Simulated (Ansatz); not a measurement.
# Mg9BiSb5: gaps at several levels of theory

An exercise on one series of results from a longer session: the logs are not shown, and one member is left open.

Computed with Ansatz 0.2.0 (DFT PBEsol, scalar-relativistic, plane waves, PAW, unless a step's input says otherwise).

That is the level of the relaxation; later steps name their own.

## The system as given

It takes space group P31m (No. 157, trigonal). The conventional cell has a = 7.959 Å, b = 7.959 Å, c = 7.265 Å, α = 90.00°, β = 90.00°, γ = 120.00°. Mg (site symmetry 3m) has 3 Sb at 2.83 Å and 1 Bi at 2.87 Å as nearest neighbours. Mg (site symmetry 3) is surrounded by 4 Sb at 2.83 to 2.87 Å. Mg (site symmetry m) is surrounded by 3 Sb at 2.83 to 2.87 Å and 1 Bi at 2.83 Å. Mg (site symmetry m) is surrounded by 1 Bi at 3.15 Å and 5 Sb at 3.15 Å. Around Bi (site symmetry 3m) lie 7 Mg at 2.83 to 3.15 Å. Sb (site symmetry 3) has 7 Mg at 2.83 to 3.15 Å as nearest neighbours. Around Sb (site symmetry m) lie 7 Mg at 2.83 to 3.15 Å.

As a file:

```cif
data_structure
_symmetry_space_group_name_H-M 'P31m'
_symmetry_Int_Tables_number 157
_cell_length_a 7.9593
_cell_length_b 7.9593
_cell_length_c 7.2650
_cell_angle_alpha 90.000
_cell_angle_beta 90.000
_cell_angle_gamma 120.000
_cell_volume 398.58
loop_
_atom_site_label
_atom_site_type_symbol
_atom_site_symmetry_multiplicity
_atom_site_Wyckoff_symbol
_atom_site_fract_x
_atom_site_fract_y
_atom_site_fract_z
_atom_site_occupancy
Mg1 Mg 1 a 0.00000 0.00000 0.37000 1
Mg2 Mg 2 b 0.66667 0.33333 0.37000 1
Mg3 Mg 3 c 0.33333 0.33333 0.63000 1
Mg4 Mg 3 c 0.00000 0.33333 0.00000 1
Bi1 Bi 1 a 0.00000 0.00000 0.76500 1
Sb1 Sb 2 b 0.66667 0.33333 0.76500 1
Sb2 Sb 3 c 0.33333 0.33333 0.23500 1
```

The first run:

(A quick probe on a coarse mesh, which set the mesh and smearing, is not shown.)

Contents of input.yaml:

```yaml
crystal:
  lattice:
    - [0.0, 0.0, 7.26500247]
    - [6.89292683, 3.97963316, 0.0]
    - [-6.89292683, 3.97963316, 0.0]
  atoms:
    - { symbol: Mg, position: [0.63, 0.33333333, 0.33333333] }
    - { symbol: Mg, position: [0.63, 0.66666667, 0.0] }
    - { symbol: Mg, position: [0.63, 0.0, 0.66666667] }
    - { symbol: Mg, position: [0.37, 0.33333333, 1.0] }
    - { symbol: Mg, position: [0.37, 0.66666667, 0.66666667] }
    - { symbol: Mg, position: [0.37, 0.0, 0.33333333] }
    - { symbol: Mg, position: [0.0, 0.0, 0.0] }
    - { symbol: Mg, position: [0.0, 0.33333333, 0.66666667] }
    - { symbol: Mg, position: [0.0, 0.66666667, 0.33333333] }
    - { symbol: Bi, position: [0.235, 0.33333333, 0.33333333] }
    - { symbol: Sb, position: [0.235, 0.66666667, 0.0] }
    - { symbol: Sb, position: [0.235, 0.0, 0.66666667] }
    - { symbol: Sb, position: [0.765, 0.33333333, 1.0] }
    - { symbol: Sb, position: [0.765, 0.66666667, 0.66666667] }
    - { symbol: Sb, position: [0.765, 0.0, 0.33333333] }
basis:
  ecutwfc: 420
kpoints:
  mp_grid: { grid: [4, 3, 3] }
hamiltonian:
  xc: pbesol
scf:
  occupations: { method: gaussian, width: 0.1 }
output:
  forces: true
  stress: true
  eigenvalues: true
relax:
  adjacent_minimum: "off"
  f_tol: 0.05
  max_steps: 80
  cell: { stress_tol: 0.5 }
```

Command:

```bash
> ansatz run input.yaml --threads 4 --pin off --max-ram 10240MiB --backend cpu --events-out ev --progress --plain --runs-dir out
```

Among the steps run: Rough relaxation on the coarse mesh; Relaxing cell and atoms; Band edges over the whole zone; Levels with PBEsol; Levels with PBEsol on the hybrid's mesh; Levels with HSE06; Levels with PBEsol, spin-orbit coupling; The run at r2SCAN.

One of the session's tables, all rows but one given; the rest of the session is left out.

| level | gap (eV) | least direct gap (eV) |
| --- | --- | --- |
| PBEsol | 0.06 | 0.21 |
| PBEsol on the hybrid's mesh | 0.06 | 0.21 |
| HSE06 | ? | ? |
| PBEsol, spin-orbit coupling | 0.00 | 0.05 |
| r2SCAN | 0.51 | 0.55 |

**Question.** Estimate the row for HSE06.

The run gave: gap (eV): 0.51; least direct gap (eV): 0.62.

Gaps are by band count over the mesh and the named points; a gap of 0 means that the bands overlap or touch.
